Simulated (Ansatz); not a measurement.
# ClGaH5NOS: the cost of one run

Method: RHF/def2-SVP, in Ansatz 0.2.0.

## 1. The starting structure

Bond lengths: Ga1–O2 2.140 Å, O2–H3 1.010 Å, Ga1–Cl4 2.240 Å, Ga1–N5 1.930 Å, N5–H6 1.060 Å, N5–H7 1.060 Å, Ga1–S8 2.570 Å, S8–H9 1.400 Å. Angles: Ga1–O2–H3 109.5°, O2–Ga1–Cl4 120.0°, O2–Ga1–N5 120.0°, O2–Ga1–S8 71.6°, Cl4–Ga1–N5 120.0°, Cl4–Ga1–S8 88.5°, N5–Ga1–S8 110.0°, Ga1–N5–H6 120.0°, Ga1–N5–H7 120.0°, H6–N5–H7 120.0°, Ga1–S8–H9 109.5°.

Coordinates:

```xyz
10

Ga    0.0000    0.0000    0.0000
O     0.0000    0.0000    2.1400
H    -0.9095   -0.2814    2.4771
Cl    1.9398    0.0000   -1.1200
N    -1.6714    0.0000   -0.9650
H    -2.3403   -0.8164   -0.8664
H    -1.9204    0.8164   -1.5936
S     0.5481    2.3765    0.8104
H     1.5969    2.3243    1.7363
H     0.2846    1.2338    1.9608
```

## 2. A restrained relaxation towards end A

Springs on the bonds that form and break draw the guess towards this end; the thresholds are loose.

File input.yaml:

```yaml
crystal:
  periodic: [false, false, false]
  atoms:
    - { symbol: Ga, position_ang: [0.0, 0.0, 0.0] }
    - { symbol: O, position_ang: [0.0, 0.0, 2.14] }
    - { symbol: H, position_ang: [-0.9095, -0.2814, 2.4771] }
    - { symbol: Cl, position_ang: [1.9398, 0.0, -1.12] }
    - { symbol: "N", position_ang: [-1.6714, 0.0, -0.965] }
    - { symbol: H, position_ang: [-2.3403, -0.8164, -0.8664] }
    - { symbol: H, position_ang: [-1.9204, 0.8164, -1.5936] }
    - { symbol: S, position_ang: [0.5481, 2.3765, 0.8104] }
    - { symbol: H, position_ang: [1.5969, 2.3243, 1.7363] }
    - { symbol: H, position_ang: [0.2846, 1.2338, 1.9608] }
basis:
  gaussian: { orbitals: def2-SVP }
hamiltonian:
  xc: hf
relax:
  f_tol: 0.15
  max_steps: 25
  restrain:
    - { distance: [0, 7], at: 3.47, k: 30.0 }
    - { distance: [9, 1], at: 2.21, k: 30.0 }
    - { distance: [0, 1], at: 1.79, k: 30.0 }
    - { distance: [9, 7], at: 1.4, k: 30.0 }
```

Launch:

```bash
$ ansatz run input.yaml --threads 2 --pin off --max-ram 3072MiB --backend cpu --events-out ev --progress --plain --runs-dir out
```

What time and memory should one allow on 2 threads of Arm Neoverse V1, shared host?

About 42 s, with a peak of 0.3 GiB.
